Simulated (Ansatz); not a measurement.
# H3CCl: the cost of one run

Program: Ansatz 0.2.0. Level of theory: DFT PBE+D3(BJ), plane waves, PAW, scalar-relativistic, no spin polarisation. These are calculated values, not measurements.

## 1. Starting point

The cell holds 40 atoms (C8H24Cl8): a = 9.029 Å, b = 9.029 Å, c = 9.029 Å, α = 90.00°, β = 90.00°, γ = 90.00°.

Its coordinates follow in the input file.

## 2. Relaxing the start

input.yaml

```yaml
accuracy: low
crystal:
  lattice:
    - [9.028715, 0.0, 0.0]
    - [0.0, 9.028715, 0.0]
    - [0.0, 0.0, 9.028715]
  atoms:
    - { symbol: C, position: [0.2023345, 0.1983981, 0.1050519] }
    - { symbol: Cl, position: [0.1166423, 0.2876226, 0.2581774] }
    - { symbol: H, position: [0.1228052, 0.1906145, 0.0148339] }
    - { symbol: H, position: [0.29779, 0.2633025, 0.0704046] }
    - { symbol: H, position: [0.2374508, 0.0881308, 0.1387081] }
    - { symbol: C, position: [0.4706926, 0.9329783, 0.8592536] }
    - { symbol: Cl, position: [0.3591402, 1.0910947, 0.8231036] }
    - { symbol: H, position: [0.4490039, 0.8497204, 0.7748586] }
    - { symbol: H, position: [0.5867066, 0.9654842, 0.8562714] }
    - { symbol: H, position: [0.4428136, 0.8895482, 0.9681635] }
    - { symbol: C, position: [0.2204128, 0.7491028, 0.8774158] }
    - { symbol: Cl, position: [0.0852219, 0.6103503, 0.9123837] }
    - { symbol: H, position: [0.1909025, 0.8487058, 0.9385155] }
    - { symbol: H, position: [0.3280498, 0.708826, 0.913704] }
    - { symbol: H, position: [0.2228125, 0.7724244, 0.7591994] }
    - { symbol: C, position: [0.5874896, 0.3888338, 0.761613] }
    - { symbol: Cl, position: [0.5038193, 0.4775048, 0.9161714] }
    - { symbol: H, position: [0.6600967, 0.4673757, 0.7060777] }
    - { symbol: H, position: [0.6511738, 0.2942272, 0.8005834] }
    - { symbol: H, position: [0.5010366, 0.3520817, 0.6861151] }
    - { symbol: C, position: [0.6931314, 0.8175002, 0.5435995] }
    - { symbol: Cl, position: [0.5020836, 0.7998841, 0.499532] }
    - { symbol: H, position: [0.7038503, 0.8468362, 0.660001] }
    - { symbol: H, position: [0.7480045, 0.7123234, 0.5223489] }
    - { symbol: H, position: [0.7413372, 0.9038338, 0.4746975] }
    - { symbol: C, position: [0.7777594, 0.3059638, 0.4730348] }
    - { symbol: Cl, position: [0.9007509, 0.2577515, 0.6189807] }
    - { symbol: H, position: [0.8010137, 0.2360857, 0.3776351] }
    - { symbol: H, position: [0.6644017, 0.2887121, 0.5101455] }
    - { symbol: H, position: [0.7946028, 0.4218111, 0.4443909] }
    - { symbol: C, position: [0.547848, 0.5518706, 0.2696856] }
    - { symbol: Cl, position: [0.5982443, 0.712333, 0.1673938] }
    - { symbol: H, position: [0.5056598, 0.4685859, 0.1934715] }
    - { symbol: H, position: [0.6452137, 0.5098406, 0.326941] }
    - { symbol: H, position: [0.462652, 0.581606, 0.3495744] }
    - { symbol: C, position: [0.0053281, 0.8935079, 0.1401956] }
    - { symbol: Cl, position: [-0.0372669, 0.7588274, 0.2773027] }
    - { symbol: H, position: [-0.0667829, 0.9888755, 0.155355] }
    - { symbol: H, position: [0.1205752, 0.9265905, 0.1523788] }
    - { symbol: H, position: [-0.0124361, 0.8452802, 0.031185] }
basis:
  ecutwfc: 420.0
kpoints:
  mp_grid: { grid: [1, 1, 1] }
hamiltonian:
  xc: pbe
  dispersion: d3bj
scf:
  occupations: { method: fermi_dirac, width: 0.02 }
  lower_state_search: "off"
relax:
  f_tol: 0.3
  max_steps: 15
  adjacent_minimum: "off"
output:
  write_density: true
  write_potential: true
  elf: true
  volumetric_format: npy
```

On the command line:

```console
$ ansatz run input.yaml --threads 1 --pin off --max-ram 3072MiB --backend cpu --events-out ev --progress --plain --runs-dir out
```

**Question.** How long does this run take on 1 thread of Arm Neoverse V1, shared host, and how much memory does it need?

About 22 s, with a peak of 0.6 GiB.
